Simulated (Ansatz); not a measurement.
# SrAsPt: the cost of one run

Computed with Ansatz 0.2.0 (DFT PBEsol, scalar-relativistic, plane waves, PAW, unless a step's input says otherwise).

1 further run of the same task is left out (set aside as unsound or not needed).

### 1 Starting point

Symmetry: P6_3/mmc, No. 194, hexagonal system. Conventional cell: a = 4.239 Å, b = 4.239 Å, c = 8.909 Å, α = 90.00°, β = 90.00°, γ = 120.00°. Sr (site symmetry -3m) has 6 As at 3.31 Å and 6 Pt at 3.31 Å in its first shell of neighbours. As (site symmetry -6m2) has 3 Pt at 2.45 Å and 6 Sr at 3.31 Å in its first shell of neighbours. Pt (site symmetry -6m2) has 3 As at 2.45 Å in its first shell of neighbours.

Coordinates:

```cif
data_structure
_symmetry_space_group_name_H-M 'P 1'
_symmetry_Int_Tables_number 1
_cell_length_a 4.2393
_cell_length_b 4.2393
_cell_length_c 8.9090
_cell_angle_alpha 90.000
_cell_angle_beta 90.000
_cell_angle_gamma 120.000
_cell_volume 138.66
loop_
_atom_site_label
_atom_site_type_symbol
_atom_site_fract_x
_atom_site_fract_y
_atom_site_fract_z
_atom_site_occupancy
Sr1 Sr 0.00000 0.00000 0.50000 1
Sr2 Sr 0.00000 0.00000 0.00000 1
As1 As 0.33333 0.66667 0.75000 1
As2 As 0.66667 0.33333 0.25000 1
Pt1 Pt 0.33333 0.66667 0.25000 1
Pt2 Pt 0.66667 0.33333 0.75000 1
```

It goes back to an entry of the Materials Project, which need not be the stable form.

This cell was relaxed beforehand with the same method: volume 23.11 Å³/atom, gap on the mesh none (metal).

### 2 Bands, states and charges

input.yaml

```yaml
crystal:
  lattice:
    - [4.2392946939, 0.0, 0.0]
    - [-2.1196473469, 3.6713368991, 0.0]
    - [0.0, 0.0, 8.9089815355]
  atoms:
    - { symbol: Sr, position: [0.0, 0.0, 0.5] }
    - { symbol: Sr, position: [0.0, 0.0, 0.0] }
    - { symbol: As, position: [0.3333333333, 0.6666666667, 0.75] }
    - { symbol: As, position: [0.6666666667, 0.3333333333, 0.25] }
    - { symbol: Pt, position: [0.3333333333, 0.6666666667, 0.25] }
    - { symbol: Pt, position: [0.6666666667, 0.3333333333, 0.75] }
basis:
  ecutwfc: 420
kpoints:
  mp_grid: { grid: [12, 12, 4] }
  band_path:
    path:
      - [[0.0, 0.0, 0.0], [0.5, 0.0, 0.0], [0.33333333, 0.33333333, 0.0], [0.0, 0.0, 0.0], [0.0, 0.0, 0.5], [0.5, 0.0, 0.5], [0.33333333, 0.33333333, 0.5], [0.0, 0.0, 0.5]]
      - [[0.5, 0.0, 0.5], [0.5, 0.0, 0.0]]
      - [[0.33333333, 0.33333333, 0.5], [0.33333333, 0.33333333, 0.0]]
    npoints: 14
hamiltonian:
  xc: pbesol
scf:
  occupations: { method: gaussian, width: 0.1 }
  n_extra_bands: 15
output:
  forces: true
  stress: true
  eigenvalues: true
  populations: true
  dos: { projected: true, de: 0.02, nscf_kmesh: { grid: [18, 18, 6] } }
  bader: true
```

On the command line:

```sh
ansatz run input.yaml --threads 2 --pin off --max-ram 5120MiB --backend cpu --events-out ev --progress --plain --runs-dir out
```

Q: Estimate wall time and peak memory on 2 threads of Arm Neoverse V1, shared host.

About 91 s, with a peak of 0.91 GiB.
